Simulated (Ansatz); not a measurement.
# AlBrH6Si: the cost of one run

Program: Ansatz 0.2.0. Level of theory: RKS B3LYP/def2-SVP. These are calculated values, not measurements.

**1. The system as given**

Bond lengths: Al1–Br2 2.810 Å, Al1–H3 1.543 Å, Al1–H4 1.543 Å, Al1–Si6 2.713 Å, Si6–H7 1.460 Å, Si6–H8 1.465 Å, Si6–H9 1.496 Å. Angles: Br2–Al1–H3 113.9°, Br2–Al1–H4 113.2°, Br2–Al1–Si6 88.9°, H3–Al1–H4 116.6°, H3–Al1–Si6 113.0°, H4–Al1–Si6 107.9°, Al1–Si6–H7 138.6°, Al1–Si6–H8 111.0°, Al1–Si6–H9 68.9°, H7–Si6–H8 108.8°, H7–Si6–H9 109.2°, H8–Si6–H9 107.7°.

Coordinates:

```xyz
9

Al   -1.0719   -0.2962   -0.8109
Br    0.7442    0.5985   -2.7598
H    -1.4464   -1.7870   -0.9439
H    -2.2344    0.6883   -0.5676
H     0.6714    0.3416   -0.7753
Si    0.8178    0.1590    1.0821
H     2.1472   -0.3264    1.4422
H     0.5820    1.4349    1.7619
H    -0.2099   -0.8127    1.5711
```

**2. A restrained relaxation towards end A**

Springs on the bonds that form and break draw the guess towards this end; the thresholds are loose.

The input, input.yaml:

```yaml
crystal:
  periodic: [false, false, false]
  atoms:
    - { symbol: Al, position_ang: [-1.0719, -0.2962, -0.8109] }
    - { symbol: Br, position_ang: [0.7442, 0.5985, -2.7598] }
    - { symbol: H, position_ang: [-1.4464, -1.787, -0.9439] }
    - { symbol: H, position_ang: [-2.2344, 0.6883, -0.5676] }
    - { symbol: H, position_ang: [0.6714, 0.3416, -0.7753] }
    - { symbol: Si, position_ang: [0.8178, 0.159, 1.0821] }
    - { symbol: H, position_ang: [2.1472, -0.3264, 1.4422] }
    - { symbol: H, position_ang: [0.582, 1.4349, 1.7619] }
    - { symbol: H, position_ang: [-0.2099, -0.8127, 1.5711] }
basis:
  gaussian: { orbitals: def2-SVP }
hamiltonian:
  xc: b3lyp
relax:
  f_tol: 0.15
  max_steps: 25
  restrain:
    - { distance: [0, 5], at: 3.62, k: 30.0 }
    - { distance: [4, 1], at: 2.81, k: 30.0 }
    - { distance: [0, 1], at: 2.41, k: 30.0 }
    - { distance: [4, 5], at: 1.42, k: 30.0 }
output:
  orbitals: {}
```

On the command line:

```console
ansatz run input.yaml --threads 2 --pin off --max-ram 3072MiB --backend cpu --events-out ev --progress --plain --runs-dir out
```

What time and memory should one allow on 2 threads of Arm Neoverse V2, shared host?

About 22 s, with a peak of 0.21 GiB.
